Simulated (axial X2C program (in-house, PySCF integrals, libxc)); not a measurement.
**HNiH⁺: the levels of the configuration d7 s0 p(π)0**

Which Ω levels does HNiH⁺ have in the configuration d7 s0 p(π)0, and how far apart?

Method: two-component X2C, average-of-configuration Hartree–Fock and CI in the open shells; program: an in-house X2C program for linear molecules on PySCF integrals.

All values are calculated.

**1. Input**

File task.json:

```json
{"zs": [1, 28, 1], "q": 1, "bas": ["dyall-v3z", "dyall-v3z", "dyall-v3z"], "r0": 1.42, "metal": 1, "shells": [[2, [0, 1, 2], 7], [0, [0], 0], [1, [1], 0]], "fix": 0, "emax": 3.2, "nroots": 4}
```

Keys: zs atomic numbers; q charge; bas basis sets; r0 starting distance in Å; metal index of the metal atom; shells open shells as [l, |m| values, electrons]; fix electron count of the first shell held; emax energy window in eV; nroots roots for each Ω.

The run is started by

```console
$ python soci.py task.json out
```

Two-component X2C with atomic mean-field Coulomb and Gaunt terms, basis H dyall-v3z, Ni dyall-v3z (cores contracted in-house). Orbitals come from Hartree–Fock averaged over the configuration Ni d7 s0 p(π)0; CI then distributes these electrons over the d, s, p(π) shells of Ni.

**2. CI at H–Ni–H held linear, both bonds 1.569 Å**

Output:

```text
average of configuration d7 s0 p(π)0
basis functions 139  fitting functions 788
iter      average energy  largest gradient
   1      -1518.398349960   2.54e+00
   2      -1519.271258269   1.06e-01
   3      -1519.275199881   2.68e-02
   4      -1519.279943204   3.17e-02
   5      -1519.280027689   4.19e-03
   6      -1519.280030497   6.13e-04
   7      -1519.280030596   8.91e-05
   8      -1519.280030610   1.24e-05
converged
CI levels
2*Omega        energy/Eh    cm-1   g(par)  dipole/D  leading shell counts
    9     -1519.41870934        0  12.004    7.536  {'7 0 0': 1.0}
    7     -1519.41575986      647   8.006    7.536  {'7 0 0': 1.0}
    5     -1519.41281821     1293   4.007    7.536  {'7 0 0': 1.0}
    3     -1519.40988595     1937   0.006    7.536  {'7 0 0': 1.0}
    1     -1519.40639228     2703   1.957    7.536  {'7 0 0': 1.0}
    3     -1519.40562443     2872   5.879    7.536  {'7 0 0': 1.0}
    5     -1519.39459019     5294   7.973    7.536  {'7 0 0': 1.0}
    3     -1519.39287806     5669   4.093    7.536  {'7 0 0': 1.0}
    1     -1519.39195735     5871   0.833    7.536  {'7 0 0': 1.0}
    1     -1519.39022569     6251   3.195    7.536  {'7 0 0': 1.0}
    7     -1519.37236314    10172   9.990    7.536  {'7 0 0': 1.0}
    5     -1519.36988701    10715   6.017    7.536  {'7 0 0': 1.0}
    3     -1519.36769362    11197   2.025    7.536  {'7 0 0': 1.0}
    1     -1519.36573125    11627   1.981    7.536  {'7 0 0': 1.0}
    5     -1519.34269169    16684   5.980    7.536  {'7 0 0': 1.0}
    7     -1519.33540283    18284   8.006    7.536  {'7 0 0': 1.0}
```

Dipoles in the output refer to the first atom as origin, so for this ion they depend on that choice.

Run time: 2.2 s. Hardware: 1 thread of Arm Neoverse V1, shared host; peak memory 0.34 GiB.

Active spinors (ω > 0; filled shells left out):

```
shell    ω  ε (eV)                    character
    d  3/2  -26.46                    100% Ni d
    d  5/2  -26.26                    100% Ni d
    d  1/2  -25.88                     99% Ni d
    d  3/2  -25.77                     99% Ni d
    d  1/2  -22.69  67% Ni d, 18% Ni s, 14% H s
    s  1/2   -2.05   69% Ni s, 12% H s, 12% H p
 p(π)  1/2   -4.96                     94% Ni p
 p(π)  3/2   -4.92                     94% Ni p
```

The levels:

```
  Ω  energy (cm⁻¹)     g∥  configuration
9/2              0  12.00        100% d7
7/2            647   8.01        100% d7
5/2           1293   4.01        100% d7
3/2           1937   0.01        100% d7
1/2           2703   1.96        100% d7
3/2           2872   5.88        100% d7
5/2           5294   7.97        100% d7
3/2           5669   4.09        100% d7
1/2           5871   0.83        100% d7
1/2           6251   3.20        100% d7
7/2          10172   9.99        100% d7
5/2          10715   6.02        100% d7
3/2          11197   2.02        100% d7
1/2          11627   1.98        100% d7
5/2          16684   5.98        100% d7
7/2          18284   8.01        100% d7
```

g∥ is the magnitude of 2⟨Lz + ge Sz⟩ for the +Ω component.

**3. The same at H–Ni–H held linear, both bonds 1.765 Å**

```
  Ω  energy (cm⁻¹)     g∥  configuration
9/2              0  12.00        100% d7
7/2            642   8.01        100% d7
5/2           1288   4.01        100% d7
3/2           1938   0.01        100% d7
1/2           2647   1.94        100% d7
3/2           2838   5.84        100% d7
5/2           4971   7.94        100% d7
3/2           5369   4.10        100% d7
1/2           5565   0.90        100% d7
1/2           5995   3.12        100% d7
```

**4. Curves along the symmetric stretch (R is each bond)**

The same input was run at the other distances (logs left out). Energies in cm⁻¹ from the lowest point; levels are followed by energy order within each Ω.

```csv
R (Å),(1)Ω=9/2,(1)Ω=7/2,(1)Ω=5/2,(1)Ω=3/2,(1)Ω=1/2,(2)Ω=3/2,(2)Ω=5/2
1.459,1290,1939,2583,3222,4010,4165,6884
1.514,153,801,1446,2088,2858,3020,5586
1.569,0,647,1293,1937,2703,2872,5294
1.632,766,1412,2058,2703,3451,3627,5923
1.695,2322,2966,3612,4260,4989,5172,7372
1.765,4746,5387,6034,6684,7393,7584,9717
1.851,8419,9057,9704,10358,11041,11242,13371
```

Constants where the minimum is well bracketed:

```
level of the curve  Te (cm⁻¹)  Re (Å)  ωe (cm⁻¹)
          (1)Ω=9/2          0   1.551     2144.2
          (1)Ω=7/2        648   1.551     2143.5
          (1)Ω=5/2       1293   1.551     2143.5
          (1)Ω=3/2       1936   1.551     2144.0
          (1)Ω=1/2       2704   1.551     2130.2
          (2)Ω=3/2       2870   1.551     2131.7
          (2)Ω=5/2       5326   1.560     2129.8
```

**5. Summary of results**

| quantity | value |
| --- | --- |
| lowest level of the model | Ω = 9/2, g∥ = 12.00, 100% d7 |
| next level | Ω = 7/2, 647 cm⁻¹ higher |
| lowest curve, Re and ωe | 1.551 Å, 2144.2 cm⁻¹ |

**Reading.** In the lowest level ⟨Sz⟩ = 1.50 and ⟨Lz⟩ = 3.00; its leading determinant has weight 0.98 among 463. From 1.569 to 1.765 Å the gap from the lowest to the fifth level goes from 2703 to 2647 cm⁻¹. Without dynamic correlation distances can be off by several hundredths of an Å, and the wavenumbers are rough. Dynamic correlation is missing, so gaps between terms are too wide and other configurations may lie lower; the lowest level listed is that of this model, not necessarily the ground state. For d shells the ligand-field splittings (σ, π, δ) and their order can be off by a thousand cm⁻¹ or more. At most 4 roots were kept for each Ω > 0 (twice that for Ω = 0) within 3.2 eV of the lowest, so higher up levels can be missing between those listed; levels with Ω > 0 are doubly degenerate and listed once, Ω = 0 levels singly. Some active spinors are only partly of the character that their shell is named for, so the shell names and counts are nominal. States that fill the shells left empty in the average are placed too high. The molecule was held linear; bending was not examined.
